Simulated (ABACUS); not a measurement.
Runs of ABACUS 3.10.1 on NaTb2Sc2FeO9. The typed cell holds 15 atoms: a = 5.426 Å, b = 5.433 Å, c = 7.038 Å, α = 89.91°, β = 89.97°, γ = 60.99°. The cell was built by a generator and needn't be a form met in nature.

```tsv
task	level	potentials or basis	k mesh	cutoff (eV)	SCF threshold on the density	eigensolver	symmetry key	path	points for each segment of the path	gap on the mesh (eV)	moment (μB)	largest force (eV/Å)
single point	PBE	PseudoDojo NC SR 0.4.1 PBE standard, lanthanides 3+ (f in core), TZDP LCAO (the cutoffs set its grid)	4 × 4 × 3	1361	1e-07	genelpa	1	-	-	0.90	3.00	0.09
single point	PBE	PseudoDojo NC SR 0.4.1 PBE standard, lanthanides 3+ (f in core), TZDP LCAO (the cutoffs set its grid)	6 × 6 × 4	1361	1e-07	genelpa	1	-	-	0.88	3.00	0.09
single point	PBE	PseudoDojo NC SR 0.4.1 PBE standard, lanthanides 3+ (f in core), plane waves	4 × 4 × 3	1225	1e-08	dav	1	-	-	0.93	3.00	0.05
single point	PBE	PseudoDojo NC SR 0.4.1 PBE standard, lanthanides 3+ (f in core), DZP LCAO (the cutoffs set its grid)	4 × 4 × 3	1361	1e-07	genelpa	1	-	-	(a)	3.00	0.18
single point	PBE	PseudoDojo NC SR 0.4.1 PBE standard, lanthanides 3+ (f in core), DZP LCAO (the cutoffs set its grid)	6 × 6 × 4	1361	1e-07	genelpa	1	-	-	0.84	3.00	0.18
single point	revPBE	PseudoDojo NC SR 0.4.1 PBE standard, lanthanides 3+ (f in core), plane waves	4 × 4 × 3	1225	1e-08	dav	1	-	-	(b)	3.00	0.07
```

Alike in all rows: spin collinear, ferromagnetic start; cell as given; smearing fermi-dirac 0.05 eV.

Q: Estimate the missing entries.

A: (a) 0.87; (b) 0.95.

Caveats: the magnetic or orbital state may not be the lowest; spin-orbit coupling is left out, which moves the levels of the heavy elements; the 4f electrons are frozen in the core as for a trivalent ion, so they carry no moment and show no levels; a cell with one magnetic atom can't hold antiferromagnetic order, which such compounds often take; the atomic orbitals were generated for these runs and aren't a published set (some runs); an odd mesh through Γ misses points on the zone boundary, where band edges often lie (some runs).

A k mesh can miss the band edges, and the runs leave out spin-orbit coupling on Tb.
